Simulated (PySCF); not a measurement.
# C₅H₁₀O₃: magnetic properties

What do calculations give for the magnetic properties of C₅H₁₀O₃ (`COCCCC(=O)O`)?

Programs: PySCF 2.14.0, with routines of our own; each step states its level. All values are computed. Atoms count from 0.

### 1 The system as given

18 atoms, charge 0, multiplicity 1; geometry from: GFN2-xTB.

### 2 Magnetic properties: GIAO B3LYP/pcSseg-1

Job settings and geometry (Å):

```
{"job": {"kind": "mag", "xc": "B3LYP", "basis": "pcSseg-1", "isotopologues": 2}, "charge": 0, "multiplicity": 1}
C     -2.583149     0.808064    -0.448190
O     -1.459107     0.012192    -0.706539
C     -0.895985    -0.540601     0.465112
C      0.344899    -1.343132     0.088390
C      1.399453    -0.457365    -0.568616
C      2.056950     0.483220     0.405712
O      1.903860     0.500899     1.597329
O      2.882946     1.335354    -0.220123
H     -3.391176     0.222417     0.008485
H     -2.336205     1.641409     0.221989
H     -2.917224     1.200958    -1.406368
H     -1.629997    -1.195116     0.960739
H     -0.625038     0.260815     1.167148
H      0.751813    -1.795393     0.993034
H      0.055653    -2.130410    -0.607746
H      0.940950     0.135250    -1.361730
H      2.188384    -1.061550    -1.021253
H      3.304214     1.929306     0.420973
```

With the program's defaults for keys left out, this is: GIAO B3LYP/pcSseg-1 magnetisability, rotational g tensor and spin-rotation constants, non-relativistic, gas phase.

Run with:

```bash
$ OMP_NUM_THREADS=1 python excited_run.py task.json out
```

One launch serves the whole session: the jobs run in the order shown.

Log:

```text
coarse grid: 14888 points
cycle   1  E = -421.8758327103  dE =  1.134e+00  |g| = 1.124e+00  |ddm| = 3.625e+00
cycle   2  E = -421.3969909082  dE =  4.788e-01  |g| = 1.963e+00  |ddm| = 2.253e+00
cycle   3  E = -422.0821750216  dE = -6.852e-01  |g| = 3.462e-01  |ddm| = 1.632e+00
cycle   4  E = -422.1030271705  dE = -2.085e-02  |g| = 1.079e-01  |ddm| = 2.816e-01
cycle   5  E = -422.1047808419  dE = -1.754e-03  |g| = 3.140e-02  |ddm| = 7.337e-02
cycle   6  E = -422.1049835006  dE = -2.027e-04  |g| = 7.181e-03  |ddm| = 2.720e-02
cycle   7  E = -422.1049926846  dE = -9.184e-06  |g| = 2.022e-03  |ddm| = 5.386e-03
final grid: 143384 points
cycle   8  E = -422.1990437389  dE = -4.173e-05  |g| = 8.970e-03  |ddm| = 2.352e-02
cycle   9  E = -422.1990210384  dE =  2.270e-05  |g| = 1.436e-02  |ddm| = 1.437e-02
cycle  10  E = -422.1990587137  dE = -3.768e-05  |g| = 2.296e-03  |ddm| = 9.537e-03
cycle  11  E = -422.1990597122  dE = -9.984e-07  |g| = 3.615e-04  |ddm| = 1.614e-03
cycle  12  E = -422.1990597285  dE = -1.635e-08  |g| = 1.898e-04  |ddm| = 3.985e-04
cycle  13  E = -422.1990597355  dE = -7.012e-09  |g| = 2.049e-05  |ddm| = 1.650e-04
cycle  14  E = -422.1990597356  dE = -7.390e-11  |g| = 7.988e-06  |ddm| = 2.181e-05
converged SCF energy = -422.1990597356

Magnetisability tensor (1e-30 J/T^2)
    -1267.05       78.29       -2.94
       78.29    -1210.04        6.05
       -2.94        6.05    -1106.76
isotropic -1194.62   principal values   -1322.02  -1155.45  -1106.38
isotropic susceptibility -71.942 1e-6 cm^3/mol

Inertial axes            a          b          c
rot. const./GHz      3.6226     1.0407     0.9896
chi total           -74.825    -73.571    -67.429
chi diamagnetic    -445.748  -1240.825  -1305.815
chi paramagnetic    370.924   1167.254   1238.385
quadrupole/D A        6.065      2.567     -8.632
g nuclear            0.6098     0.5649     0.5704
g electronic        -0.6313    -0.5707    -0.5757
g total             -0.0214    -0.0058    -0.0053

Spin-rotation constants (kHz, H = +C I.J)
atom  isotope        aa         bb         cc
  8     1H       -0.090     -0.055     -0.080
  9     1H       -0.275     -0.057     -0.031
 10     1H       -0.297     -0.054     -0.017
 11     1H       -0.106     -0.045     -0.083
 12     1H       -0.255     -0.056     -0.028
 13     1H       -0.289     -0.050     -0.057
 14     1H       -0.294     -0.073     -0.037
 15     1H       -0.282     -0.036     -0.059
 16     1H       -0.252     -0.078     -0.043
 17     1H       -0.179     -0.094     -0.026
  0    13C*       0.712      0.218      0.234
  1    17O*      -0.308     -0.097     -0.046
  2    13C*       0.898      0.240      0.229
  3    13C*       0.594      0.182      0.160
  4    13C*       0.583      0.172      0.174
  5    13C*       1.561      0.419      0.343
  6    17O*      -1.203     -0.333     -0.565
  7    17O*      -0.678     -0.177     -0.316
* in the singly substituted isotopologue

Isotopologues: g along a, b, c
2H    at 8,9,10,11,12,1    -0.0175    -0.0052    -0.0046
13C   at 0                 -0.0211    -0.0057    -0.0052
```

Run time: 30 s. Hardware: 1 thread of Arm Neoverse V2, shared host; peak memory 0.89 GiB.

From this job:

```
              quantity                      value
       magnetisability           -1195·10⁻³⁰ J/T²
  molar susceptibility         -71.9·10⁻⁶ cm³/mol
rotational g (a, b, c)  -0.0214, -0.0058, -0.0053
```

The fields below are evaluated on a grid from the run's orbitals.

Frontier orbitals at B3LYP/pcSseg-1, with the share of their density that lies nearest to each atom:

```
orbital  energy (eV)                            lies on
   HOMO        -7.11  O1 63 %; 4 H atoms about 7 % each
   LUMO         0.09           C5 46 %; O6 26 %; O7 9 %
```

ELF in a plane through or near 6 of the atoms.

Values, 10 rows by 14 columns:
```
0.00 0.00 0.00 0.00 0.00 0.00 0.00 0.00 0.00 0.00 0.00 0.00 0.00 0.00
0.00 0.00 0.00 0.00 0.00 0.00 0.00 0.00 0.00 0.00 0.00 0.00 0.00 0.00
0.00 0.00 0.11 0.70 0.13 0.01 0.00 0.00 0.03 0.56 0.23 0.00 0.00 0.00
0.00 0.00 0.42 0.97 0.62 0.14 0.01 0.00 0.07 0.99 0.88 0.03 0.00 0.00
0.00 0.00 0.10 0.39 0.44 0.42 0.09 0.06 0.11 0.52 0.72 0.91 0.18 0.00
0.00 0.00 0.00 0.07 0.51 0.63 0.27 0.57 0.47 0.15 0.81 1.00 0.39 0.00
0.00 0.00 0.00 0.01 0.03 0.17 0.43 0.91 0.65 0.28 0.01 0.18 0.00 0.00
0.00 0.00 0.00 0.00 0.00 0.43 0.79 0.31 0.05 0.26 0.00 0.00 0.00 0.00
0.00 0.00 0.00 0.00 0.00 0.02 0.05 0.04 0.00 0.00 0.00 0.00 0.00 0.00
0.00 0.00 0.00 0.00 0.00 0.00 0.00 0.00 0.00 0.00 0.00 0.00 0.00 0.00
```
The map spans 12.0 Å across and 9.4 Å up, centred on the molecule. Atoms in the plane (x, y in Å): C2 (0.9, -0.6), C3 (-0.4, -1.3), C5 (-2.1, 0.5), H8 (3.4, 0.2), H9 (2.3, 1.6), H17 (-3.3, 2.0).

log10 of the density (e/Å³) in the same plane.

Ten even steps from '0' (-4.0) to '9' (1.4):
```
0000000000000000000000000000
0000000000000000000000000000
0000011110000000001100000000
0000123322100000122221100000
0001345543210001234433210000
0012467765432112355654321000
0013467776543223457765431000
0013467777654344567776542100
0002456779765455567777643200
0001345679765566766778653200
0000234567766677776666643200
0000123456667778776555442100
0000012345677877765433321000
0000001234567766555422110000
0000000123566665444321000000
0000000012345543322110000000
0000000002233332211000000000
0000000000122221100000000000
0000000000000000000000000000
0000000000000000000000000000
```
The map spans 12.0 Å across and 9.4 Å up, centred on the molecule. Atoms in the plane (x, y in Å): C2 (0.9, -0.6), C3 (-0.4, -1.3), C5 (-2.1, 0.5), H8 (3.4, 0.2), H9 (2.3, 1.6), H17 (-3.3, 2.0).

On the surface of density 0.002 e/bohr³ the electrostatic potential runs, from the 1st to the 99th percentile, from -1.52 V near O6 to 2.24 V near H17.

### 3 Results

| quantity | value |
| --- | --- |
| magnetisability (step 2, GIAO B3LYP/pcSseg-1) | -1195·10⁻³⁰ J/T² |
| molar susceptibility (step 2, GIAO B3LYP/pcSseg-1) | -71.9·10⁻⁶ cm³/mol |
| rotational g (a, b, c) (step 2, GIAO B3LYP/pcSseg-1) | -0.0214, -0.0058, -0.0053 |
| surface potential, 1st and 99th percentile | -1.52 V and 2.24 V |

What this shows: The values above hold for this geometry and these levels alone. Vibrational averaging and real surroundings are missing from these values.
